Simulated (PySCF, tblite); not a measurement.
# C5H13NSeSi: geometry, infrared bands and NMR shifts

Aim: predict the infrared bands and NMR shifts of C5H13NSeSi (`C[Se][Si@@H]1CCN(C)C1`).

Programs: tblite 0.8.0 and PySCF 2.14.0, with density-fitted response routines of our own. Each step states its level of theory. These are calculated values for one molecule in the gas phase, unless marked as measured. Atoms are numbered from 0 throughout.

## 1. The starting structure

21 atoms, charge 0, multiplicity 1; geometry from: force field or distance geometry start.

Bonds of the start (Å): C0–Se1 1.95, Se1–Si2 2.23, Si2–C3 1.88, C3–C4 1.53, C4–N5 1.45, N5–C6 1.45, N5–C7 1.46, C7–Si2 1.89, C0–H8 1.11, C0–H9 1.11, C0–H10 1.10, Si2–H11 1.45, C3–H12 1.11, C3–H13 1.10, C4–H14 1.12, C4–H15 1.10, C6–H16 1.12, C6–H17 1.10, C6–H18 1.12, C7–H19 1.10, C7–H20 1.11.

## 2. Optimising the geometry with GFN2-xTB

What the job is given:

```
{"job": {"kind": "relax", "xc": "GFN2-xTB", "basis": "xTB"}, "charge": 0, "multiplicity": 1}
C      4.227400     0.495400    -0.097600
Se     2.537900     0.180700    -1.009400
Si     0.771900     0.038200     0.351600
C     -0.107500    -1.621300     0.277200
C     -1.502300    -1.054500     0.537000
N     -1.708500    -0.022800    -0.459900
C     -3.019400     0.538200    -0.221200
C     -0.720100     1.025300    -0.250100
H      4.877900     1.041600    -0.806300
H      4.751500    -0.449200     0.150200
H      4.097700     1.065900     0.837300
H      0.991600     0.392700     1.744100
H      0.216800    -2.301100     1.093200
H     -0.046500    -2.053000    -0.733600
H     -1.511600    -0.627000     1.570800
H     -2.285400    -1.819100     0.460000
H     -3.692400    -0.331500    -0.018300
H     -3.349400     1.030300    -1.148700
H     -3.019300     1.255300     0.638100
H     -0.464400     1.440700    -1.233700
H     -1.054400     1.792100     0.473600
```

On the command line:

```sh
$ OMP_NUM_THREADS=1 python probes_run.py task.json out
```

This one command runs all jobs of the session in turn.

**Question.** This job is followed by: GFN2-xTB harmonic vibrations, gas phase; GIAO PBE0/pcSseg-1 NMR shielding, non-relativistic, gas phase. What will the session give for the following? strongest single infrared mode (GFN2-xTB); zero-point energy (GFN2-xTB); 13C shifts against TMS (PBE0/pcSseg-1); 1H shifts against TMS (PBE0/pcSseg-1, means over atoms taken as alike); 77Se shifts against Me2Se (PBE0/pcSseg-1); 29Si shifts against TMS (PBE0/pcSseg-1); 15N shifts against NH3 (PBE0/pcSseg-1).

**Answer**, as computed:

```
                                                              quantity                                                     value
                             strongest single infrared mode (GFN2-xTB)                                     2176 cm⁻¹, 313 km/mol
                                          zero-point energy (GFN2-xTB)                                            107.3 kcal/mol
                                13C shifts against TMS (PBE0/pcSseg-1)                           60.2, 47.6, 45.3, 20.4, 8.2 ppm
1H shifts against TMS (PBE0/pcSseg-1, means over atoms taken as alike)  5.26, 3.16, 2.40, 2.37, 1.89, 1.82, 1.47, 1.36, 1.16 ppm
                             77Se shifts against Me2Se (PBE0/pcSseg-1)                                                  -280 ppm
                               29Si shifts against TMS (PBE0/pcSseg-1)                                                  17.3 ppm
                                15N shifts against NH3 (PBE0/pcSseg-1)                                                  58.9 ppm
```

Relaxing lowered the energy by 0.637 eV in 175 steps; the close pair that moved most is Se1–Si2, from 2.234 to 2.279 Å. All 57 modes are real, so the xTB geometry is a minimum. The strongest single mode, at 2176 cm⁻¹, moves mainly H11. GFN2-xTB is a fitted tight-binding method: band positions and strengths are rough. Its intensities can rank the bands wrongly. The most deshielded carbon is C4 (sp3 CH2 bonded to N), at 60.2 ppm: pulled downfield by the heteroatom. At PBE0/pcSseg-1: The largest span, 542 ppm, is at Se1, where the paramagnetic term is -965 ppm. Spin-orbit coupling is left out, which matters for shieldings and couplings at and beside the heavy atoms.
